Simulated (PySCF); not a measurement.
# A gas-phase reaction: CH6OSi + F2 → CH5FOSi + FH

Wanted: the reaction energy for `C[SiH2]O` + `FF` → `C[SiH](O)F` + `F`.

Programs: PySCF 2.14.0. All values are calculated, for the isolated system unless a continuum is named. Atoms count from 0, parts from 1.

### 1 Starting point

Each species was relaxed by itself at PBE0-D3(BJ)/def2-SVPD.

### 2 Energies of the species: wB97M-D3(BJ)/def2-TZVPD

What the job is given:

```
{"job": {"kind": "react", "xc": "wB97M-D3(BJ)", "basis": "def2-TZVPD"}, "charge": 0, "multiplicity": 1}
-1 CH6OSi charge 0 multiplicity 1
C      0.622330     0.966830    -0.496400
Si    -0.137610    -0.408490     0.501660
O     -1.230430    -1.187100    -0.510600
H     -0.147970     1.673620    -0.837500
H      1.136710     0.567880    -1.382700
H      1.356160     1.522160     0.106610
H      0.905580    -1.373390     0.973310
H     -0.844420     0.126500     1.708270
H     -1.721200    -1.931710    -0.158690

-1 F2 charge 0 multiplicity 1
F      0.688910    -0.005800     0.009550
F     -0.688910     0.005800    -0.009550

+1 CH5FOSi charge 0 multiplicity 1
C     -1.099490    -0.381500     0.075300
Si     0.496260     0.562150     0.136540
O      1.845660    -0.404250     0.113630
F      0.510580     1.537060    -1.182750
H     -1.949540     0.316180     0.104980
H     -1.176760    -0.968900    -0.851730
H     -1.185640    -1.066810     0.930920
H      0.661170     1.427490     1.327010
H      1.932740    -1.074170    -0.568080

+1 FH charge 0 multiplicity 1
F      0.459680    -0.001290     0.019460
H     -0.459680     0.001290    -0.019460
```

Level: wB97M-D3(BJ)/def2-TZVPD reaction energy of separated species, gas phase.

Launch:

```bash
> OMP_NUM_THREADS=1 python cluster_run.py task.json out
```

This one command runs all jobs of the session in turn.

Standard output:

```text
species 1 (CH6OSi)
coarse grid: 31608 points
cycle   1  E = -406.5172058651  dE =  3.849e-02  |g| = 6.732e-01  |ddm| = 2.141e+00
cycle   2  E = -406.4978864573  dE =  1.932e-02  |g| = 7.891e-01  |ddm| = 7.855e-01
cycle   3  E = -406.6023330838  dE = -1.044e-01  |g| = 4.148e-02  |ddm| = 3.659e-01
cycle   4  E = -406.6027039572  dE = -3.709e-04  |g| = 1.737e-02  |ddm| = 5.443e-02
cycle   5  E = -406.6027746339  dE = -7.068e-05  |g| = 3.988e-03  |ddm| = 1.950e-02
cycle   6  E = -406.6027792261  dE = -4.592e-06  |g| = 6.914e-04  |ddm| = 5.413e-03
final grid: 66576 points
cycle   7  E = -406.6027440488  dE = -2.060e-07  |g| = 3.625e-04  |ddm| = 3.605e-03
cycle   8  E = -406.6027440723  dE = -2.349e-08  |g| = 2.492e-04  |ddm| = 6.614e-04
cycle   9  E = -406.6027440863  dE = -1.404e-08  |g| = 4.216e-05  |ddm| = 1.805e-04
cycle  10  E = -406.6027440870  dE = -6.942e-10  |g| = 2.401e-05  |ddm| = 7.674e-05
converged SCF energy = -406.6027440870

species 2 (F2)
coarse grid: 10600 points
cycle   1  E = -199.6113004256  dE =  1.195e-02  |g| = 3.458e-01  |ddm| = 1.052e+00
cycle   2  E = -199.6264070007  dE = -1.511e-02  |g| = 1.647e-01  |ddm| = 1.842e-01
cycle   3  E = -199.6293651536  dE = -2.958e-03  |g| = 2.217e-02  |ddm| = 5.435e-02
cycle   4  E = -199.6294267350  dE = -6.158e-05  |g| = 8.600e-03  |ddm| = 1.161e-02
cycle   5  E = -199.6294375850  dE = -1.085e-05  |g| = 7.501e-04  |ddm| = 4.105e-03
cycle   6  E = -199.6294377234  dE = -1.383e-07  |g| = 3.049e-05  |ddm| = 6.348e-04
final grid: 23208 points
cycle   7  E = -199.6294280208  dE = -2.179e-09  |g| = 2.058e-05  |ddm| = 1.253e-04
cycle   8  E = -199.6294280209  dE = -7.032e-11  |g| = 1.072e-05  |ddm| = 1.685e-05
converged SCF energy = -199.6294280209

species 3 (CH5FOSi)
coarse grid: 34432 points
cycle   1  E = -505.8695074761  dE =  2.068e-01  |g| = 8.218e-01  |ddm| = 2.246e+00
cycle   2  E = -505.8565829814  dE =  1.292e-02  |g| = 9.431e-01  |ddm| = 1.047e+00
cycle   3  E = -505.9896173842  dE = -1.330e-01  |g| = 4.320e-02  |ddm| = 4.806e-01
cycle   4  E = -505.9900250504  dE = -4.077e-04  |g| = 1.887e-02  |ddm| = 5.814e-02
cycle   5  E = -505.9901112610  dE = -8.621e-05  |g| = 4.620e-03  |ddm| = 2.168e-02
cycle   6  E = -505.9901172161  dE = -5.955e-06  |g| = 7.841e-04  |ddm| = 5.993e-03
final grid: 72808 points
cycle   7  E = -505.9901530255  dE = -3.514e-07  |g| = 4.881e-04  |ddm| = 6.121e-03
cycle   8  E = -505.9901530470  dE = -2.146e-08  |g| = 4.648e-04  |ddm| = 1.038e-03
cycle   9  E = -505.9901530779  dE = -3.092e-08  |g| = 5.790e-05  |ddm| = 2.376e-04
cycle  10  E = -505.9901530790  dE = -1.080e-09  |g| = 2.916e-05  |ddm| = 1.291e-04
cycle  11  E = -505.9901530792  dE = -2.682e-10  |g| = 5.560e-06  |ddm| = 5.798e-05
converged SCF energy = -505.9901530792

species 4 (FH)
coarse grid: 7776 points
cycle   1  E = -100.4688159244  dE = -9.408e-02  |g| = 4.644e-01  |ddm| = 6.197e-01
cycle   2  E = -100.4724970895  dE = -3.681e-03  |g| = 5.038e-01  |ddm| = 3.808e-01
cycle   3  E = -100.5053103640  dE = -3.281e-02  |g| = 2.574e-02  |ddm| = 1.678e-01
cycle   4  E = -100.5053863418  dE = -7.598e-05  |g| = 5.006e-03  |ddm| = 1.077e-02
cycle   5  E = -100.5053909830  dE = -4.641e-06  |g| = 4.334e-04  |ddm| = 3.766e-03
final grid: 16976 points
cycle   6  E = -100.5053936795  dE = -6.401e-08  |g| = 1.067e-04  |ddm| = 8.221e-04
cycle   7  E = -100.5053936830  dE = -3.444e-09  |g| = 8.201e-05  |ddm| = 2.183e-04
cycle   8  E = -100.5053936838  dE = -8.791e-10  |g| = 2.042e-05  |ddm| = 3.748e-05
converged SCF energy = -100.5053936838

Reaction energy = -165.364 kcal/mol
```

Run time: 33 s. Hardware: 1 thread of Intel Xeon Platinum 8175M at 2.50GHz, shared host; peak memory 0.7 GiB.

Species by species (with the dispersion term, which the log's SCF energies lack):

| ν | species | energy (Eh) | HOMO (eV) |
| --- | --- | --- | --- |
| -1 | C[SiH2]O | -406.61030 | -10.89 |
| -1 | FF | -199.62975 | -14.36 |
| +1 | C[SiH](O)F | -505.99794 | -11.38 |
| +1 | F | -100.50563 | -14.54 |

### 3 Reaction energy: PBE0-D3(BJ)/def2-TZVPD

The job, as its differences from that of step 2:

```diff
@@ -1,2 +1,2 @@
-{"job": {"kind": "react", "xc": "wB97M-D3(BJ)", "basis": "def2-TZVPD"}, "charge": 0, "multiplicity": 1}
+{"job": {"kind": "react", "xc": "PBE0", "basis": "def2-TZVPD", "disp": "d3bj"}, "charge": 0, "multiplicity": 1}
 -1 CH6OSi charge 0 multiplicity 1
```

Method: PBE0-D3(BJ)/def2-TZVPD reaction energy of separated species, gas phase.

Standard output:

```text
species 1 (CH6OSi)
coarse grid: 7520 points
cycle   1  E = -406.1832204829  dE =  3.392e-02  |g| = 7.563e-01  |ddm| = 2.252e+00
cycle   2  E = -405.9923643356  dE =  1.909e-01  |g| = 1.247e+00  |ddm| = 1.050e+00
cycle   3  E = -406.2875319230  dE = -2.952e-01  |g| = 1.018e-01  |ddm| = 6.771e-01
cycle   4  E = -406.2893421509  dE = -1.810e-03  |g| = 4.427e-02  |ddm| = 8.218e-02
cycle   5  E = -406.2898135480  dE = -4.714e-04  |g| = 4.849e-03  |ddm| = 2.929e-02
cycle   6  E = -406.2898192055  dE = -5.657e-06  |g| = 5.622e-04  |ddm| = 5.024e-03
final grid: 66576 points
cycle   7  E = -406.2861192241  dE = -2.346e-05  |g| = 6.399e-03  |ddm| = 8.235e-02
cycle   8  E = -406.2861119785  dE =  7.246e-06  |g| = 8.790e-03  |ddm| = 8.710e-03
cycle   9  E = -406.2861275021  dE = -1.552e-05  |g| = 9.061e-04  |ddm| = 4.779e-03
cycle  10  E = -406.2861276477  dE = -1.456e-07  |g| = 1.574e-04  |ddm| = 5.517e-04
cycle  11  E = -406.2861276537  dE = -6.042e-09  |g| = 2.915e-05  |ddm| = 1.428e-04
cycle  12  E = -406.2861276539  dE = -1.947e-10  |g| = 4.466e-06  |ddm| = 3.052e-05
converged SCF energy = -406.2861276539

species 2 (F2)
coarse grid: 2176 points
cycle   1  E = -199.3949427531  dE =  9.182e-02  |g| = 2.764e-01  |ddm| = 1.051e+00
cycle   2  E = -199.4014725744  dE = -6.530e-03  |g| = 1.374e-01  |ddm| = 1.363e-01
cycle   3  E = -199.4037879352  dE = -2.315e-03  |g| = 2.290e-02  |ddm| = 5.059e-02
cycle   4  E = -199.4038509496  dE = -6.301e-05  |g| = 8.080e-03  |ddm| = 1.132e-02
cycle   5  E = -199.4038591553  dE = -8.206e-06  |g| = 1.816e-04  |ddm| = 3.279e-03
final grid: 23208 points
cycle   6  E = -199.4096322347  dE = -7.818e-06  |g| = 1.272e-03  |ddm| = 8.095e-03
cycle   7  E = -199.4096322886  dE = -5.399e-08  |g| = 1.037e-03  |ddm| = 8.889e-04
cycle   8  E = -199.4096324259  dE = -1.372e-07  |g| = 7.520e-05  |ddm| = 4.285e-04
cycle   9  E = -199.4096324266  dE = -7.253e-10  |g| = 1.988e-05  |ddm| = 3.199e-05
converged SCF energy = -199.4096324266

species 3 (CH5FOSi)
coarse grid: 7984 points
cycle   1  E = -505.4261648160  dE =  2.053e-01  |g| = 8.889e-01  |ddm| = 2.394e+00
cycle   2  E = -505.2453069386  dE =  1.809e-01  |g| = 1.369e+00  |ddm| = 1.349e+00
cycle   3  E = -505.5606572413  dE = -3.154e-01  |g| = 1.013e-01  |ddm| = 8.169e-01
cycle   4  E = -505.5625851850  dE = -1.928e-03  |g| = 4.091e-02  |ddm| = 8.298e-02
cycle   5  E = -505.5629466239  dE = -3.614e-04  |g| = 8.411e-03  |ddm| = 2.707e-02
cycle   6  E = -505.5629552646  dE = -8.641e-06  |g| = 3.696e-03  |ddm| = 6.167e-03
cycle   7  E = -505.5629575427  dE = -2.278e-06  |g| = 3.704e-04  |ddm| = 2.035e-03
final grid: 72808 points
cycle   8  E = -505.5616306743  dE = -3.838e-05  |g| = 6.392e-03  |ddm| = 7.375e-02
cycle   9  E = -505.5616233388  dE =  7.335e-06  |g| = 8.818e-03  |ddm| = 8.632e-03
cycle  10  E = -505.5616386775  dE = -1.534e-05  |g| = 9.546e-04  |ddm| = 5.100e-03
cycle  11  E = -505.5616388315  dE = -1.541e-07  |g| = 1.880e-04  |ddm| = 6.391e-04
cycle  12  E = -505.5616388399  dE = -8.311e-09  |g| = 3.536e-05  |ddm| = 1.419e-04
cycle  13  E = -505.5616388400  dE = -1.587e-10  |g| = 1.885e-05  |ddm| = 2.697e-05
converged SCF energy = -505.5616388400

species 4 (FH)
coarse grid: 1712 points
cycle   1  E = -100.3541313005  dE = -3.604e-02  |g| = 4.957e-01  |ddm| = 6.253e-01
cycle   2  E = -100.3146130896  dE =  3.952e-02  |g| = 7.430e-01  |ddm| = 5.125e-01
cycle   3  E = -100.3938551356  dE = -7.924e-02  |g| = 2.284e-02  |ddm| = 2.892e-01
cycle   4  E = -100.3939306933  dE = -7.556e-05  |g| = 4.205e-03  |ddm| = 9.787e-03
cycle   5  E = -100.3939326772  dE = -1.984e-06  |g| = 3.556e-04  |ddm| = 1.247e-03
final grid: 16976 points
cycle   6  E = -100.3948397782  dE = -1.858e-05  |g| = 4.001e-03  |ddm| = 7.535e-03
cycle   7  E = -100.3948378494  dE =  1.929e-06  |g| = 5.503e-03  |ddm| = 3.355e-03
cycle   8  E = -100.3948419456  dE = -4.096e-06  |g| = 9.897e-05  |ddm| = 2.015e-03
cycle   9  E = -100.3948419469  dE = -1.270e-09  |g| = 1.774e-05  |ddm| = 3.913e-05
cycle  10  E = -100.3948419469  dE = -4.781e-11  |g| = 3.061e-06  |ddm| = 1.024e-05
converged SCF energy = -100.3948419469

Reaction energy = -163.718 kcal/mol
```

It took 20 s on 1 thread of Intel Xeon Platinum 8175M at 2.50GHz, shared host; peak memory 0.59 GiB.

Reaction energy at this level: -163.7 kcal/mol.

### 4 Side by side

Energies in kcal/mol, with wall time:

| run | reaction | time |
| --- | --- | --- |
| wB97M-D3(BJ)/def2-TZVPD | -165.4 | 33 s |
| PBE0-D3(BJ)/def2-TZVPD | -163.7 | 20 s |

### 5 Outcome

| quantity | value |
| --- | --- |
| reaction energy (wB97M-D3(BJ)/def2-TZVPD) | -165.4 kcal/mol |
| ΔH, ΔG at 298 K (xTB thermal terms) | -163.7, -163.5 kcal/mol |
| range of the reaction energy over the runs of this table | -165.4 to -163.7 kcal/mol |

In words: The reaction is exothermic by 163.7 kcal/mol in the gas phase; dispersion gives -0.09, and xTB itself gave -121.4 for the electronic energy (xTB energies and thermal terms come from the earlier relaxation of each species, not shown). No barrier was sought. xTB and this level differ widely in the electronic energy, so what comes from xTB (the thermal terms above all) is less safe here. The reaction energy runs from -165.4 (wB97M-D3(BJ)/def2-TZVPD) to -163.7 kcal/mol (PBE0-D3(BJ)/def2-TZVPD).
